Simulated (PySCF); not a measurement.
# A diatomic session: SnS

An exercise on one series of results from a longer session: the logs are not shown, and one member is left open.

Method: Sn x2c-SVPall, S x2c-SVPall, spin-free X2C with a Gaussian nucleus; program: PySCF 2.14.0.

Set-up of the first run:

The job is set up so:

```
atoms                         : Sn, S
charge                        : 0
basis                         : Sn x2c-SVPall, S x2c-SVPall
Hamiltonian                   : spin-free X2C with a Gaussian nucleus
basis functions               : 54
electrons treated             : 66
masses in u                   : 119.9022, 31.9721
levels                        : PBE0, PBE, r²SCAN, M06-L, M06-2X, BHandHLYP, ωB97X, HF, MP2, SCS-MP2, CCSD, CCSD(T)
grid                          : 80 radial by 434 angular points
occupations                   : held fixed by the projection of orbital angular momentum
dissociation limit            : Sn + S, each in its ground configuration
starting distance in angstrom : 2.335
values of 2S to try           : 0, 2, 4
```

Among the steps run: Set-up; First curve: PBE0; Higher solutions at PBE0; PBE (GGA); r²SCAN; M06-L (meta-GGA); M06-2X (hybrid meta-GGA); BHandHLYP; ωB97X; RHF (mean field); Correlated methods on the Hartree–Fock reference.

One of the session's tables, all rows but one given; the rest of the session is left out.

Energy (eV) from each level's lowest point:

```
R (Å)    RHF  RHF-MP2  RHF-SCS-MP2  RHF-CCSD  RHF-CCSD(T)
1.911  1.649    1.864        1.872       n/a          n/a
2.000  0.683    0.854        0.857     0.831        0.913
2.089  0.175    0.287        0.287     0.270        0.323
2.155      ?        ?            ?         ?            ?
2.222  0.000    0.000        0.000     0.000        0.000
2.289  0.095    0.030        0.031     0.042        0.010
2.377  0.348    0.192        0.194     0.220        0.140
2.489  0.802    0.526        0.531     0.577        0.426
2.622  1.461    1.054        1.061     1.118        0.865
2.800  2.403    1.919        1.917       n/a          n/a
```

Estimate the missing values for R (Å) = 2.155.

Worked estimate for «RHF». A straight line through the neighbours (2.089, 0.175) and (2.222, 0.000) gives 0.175 + (0.000 − 0.175) × (2.155 − 2.089) / (2.222 − 2.089) = 0.088; a parabola fitted to 4 rows on both sides gives 0.010.

As computed: RHF: 0.016; RHF-MP2: 0.075; RHF-SCS-MP2: 0.075; RHF-CCSD: 0.066; RHF-CCSD(T): 0.094. In «RHF» the line misses by +0.072 and the parabola by -0.006.

State 2 has its PBE0 minimum 2.15 eV higher. The other levels ran on the lowest alone.
